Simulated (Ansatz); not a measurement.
# CdCu2GeSe4: the cost of one run

Method: DFT PBEsol, scalar-relativistic, plane waves, PAW, in Ansatz 0.2.0.

1 further run of the same task is left out (set aside as unsound or not needed). Runs told in other sessions of the task aren't counted.

## (1) The system as given

It takes space group I-42m (No. 121, tetragonal). The conventional cell has a = 5.730 Å, b = 5.730 Å, c = 11.023 Å, α = 90.00°, β = 90.00°, γ = 90.00°. Cd (site symmetry -42m) is surrounded by 4 Se at 2.64 Å. Cu (site symmetry -4) has 4 Se at 2.38 Å in its first shell of neighbours. Around Ge (site symmetry -42m) lie 4 Se at 2.42 Å. Se (site symmetry m) is surrounded by 2 Cu at 2.38 Å and 1 Ge at 2.42 Å and 1 Cd at 2.64 Å.

Coordinates:

```xyz
8
Lattice="-2.8651 2.8651 5.5113 2.8651 -2.8651 5.5113 2.8651 2.8651 -5.5113" Properties=species:S:1:pos:R:3 pbc="T T T"
Cd    0.0000    0.0000    0.0000
Cu    2.8651    0.0000    2.7556
Cu    0.0000    2.8651    2.7556
Ge    0.0000    0.0000    5.5113
Se    1.5311    1.5311    1.5102
Se   -1.3340    1.3340    4.0010
Se    1.3340    1.3340    7.0215
Se    1.3340   -1.3340    4.0010
```

This cell was relaxed beforehand with the same method: volume 22.62 Å³/atom, gap on the mesh none (metal).

## (2) Bands, states and charges

Contents of input.yaml:

```yaml
crystal:
  lattice:
    - [-2.8650906932, 2.8650906932, 5.5112616782]
    - [2.8650906932, -2.8650906932, 5.5112616782]
    - [2.8650906932, 2.8650906932, -5.5112616782]
  atoms:
    - { symbol: Cd, position: [0.0, 0.0, 0.0] }
    - { symbol: Cu, position: [0.25, 0.75, 0.5] }
    - { symbol: Cu, position: [0.75, 0.25, 0.5] }
    - { symbol: Ge, position: [0.5, 0.5, 0.0] }
    - { symbol: Se, position: [0.4042109093, 0.4042109093, 0.5343978221] }
    - { symbol: Se, position: [0.5957890907, 0.1301869127, 0.0] }
    - { symbol: Se, position: [0.8698130873, 0.8698130873, 0.4656021779] }
    - { symbol: Se, position: [0.1301869127, 0.5957890907, 0.0] }
basis:
  ecutwfc: 420
kpoints:
  mp_grid: { grid: [10, 10, 10] }
  band_path:
    path:
      - [[0.0, 0.0, 0.0], [0.0, 0.0, 0.5], [0.25, 0.25, 0.25], [0.0, 0.5, 0.0], [0.0, 0.0, 0.0], [0.5, 0.5, -0.5], [0.3175639, 0.6824361, -0.3175639]]
      - [[-0.3175639, 0.3175639, 0.3175639], [0.0, 0.0, 0.0]]
      - [[0.0, 0.0, 0.5], [-0.13512779, 0.13512779, 0.5]]
      - [[0.5, 0.5, -0.13512779], [0.5, 0.5, -0.5]]
    npoints: 14
hamiltonian:
  xc: pbesol
scf:
  occupations: { method: gaussian, width: 0.1 }
  n_extra_bands: 20
output:
  forces: true
  stress: true
  eigenvalues: true
  populations: true
  dos: { projected: true, de: 0.02, nscf_kmesh: { grid: [15, 15, 15] } }
  bader: true
  write_density: true
  write_potential: true
  elf: true
  volumetric_format: npy
```

On the command line:

```sh
$ ansatz run input.yaml --threads 2 --pin off --max-ram 5120MiB --backend cpu --events-out ev --progress --plain --runs-dir out
```

**Question.** How long does this run take on 2 threads of Intel Xeon 6975P-C (Granite Rapids), shared host, and how much memory does it need?

About 3.7 min, with a peak of 2.6 GiB.
